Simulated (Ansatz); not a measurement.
Input of an Ansatz 0.2.0 run:

The input input.yaml:

```yaml
crystal:
  lattice:
    - [3.0008472788, 0.0, 0.0]
    - [-1.5004236394, 2.5988099763, 0.0]
    - [0.0, 0.0, 5.345578]
  atoms:
    - { symbol: Pt, position: [0.6666666667, 0.3333333333, 0.0] }
    - { symbol: K, position: [0.0, 0.0, 0.5] }
hamiltonian:
  xc: r2scan
  pseudopotentials: { kind: paw }
kpoints:
  mp_grid: { grid: [10, 10, 5] }
scf:
  occupations: { method: fermi_dirac, width: 0.05 }
output:
  forces: true
  stress: true
  eigenvalues: true
relax:
  f_tol: 0.01
  max_steps: 40
  cell: { stress_tol: 0.05, p_target: 10.0 }
```

Potentials or basis: Ansatz PAW.

Run with:

```console
$ ansatz run input.yaml --threads 2 --pin off --max-ram 5632MiB --backend cpu --events-out ev --progress --plain --runs-dir out
```

**Question.** Predict the space group after relaxing (to 0.05 Å).

**Answer.** P-6m2 (No. 187).

**Question.** Estimate the relaxed cell.

**Answer.** a = 2.851 Å, b = 2.851 Å, c = 5.149 Å, α = 90.00°, β = 90.00°, γ = 120.00°.

**Question.** Estimate the band gap on the k mesh.

**Answer.** None (metal or under the smearing width).

Final structure:
```
CELL_PARAMETERS angstrom
2.85115 0.00000 0.00000
-1.42558 2.46917 0.00000
0.00000 0.00000 5.14883
ATOMIC_POSITIONS crystal
Pt 0.66667 0.33333 0.00000
K 0.00000 0.00000 0.50000
```

 The run has no spin-orbit coupling, so splittings on Pt are missing.
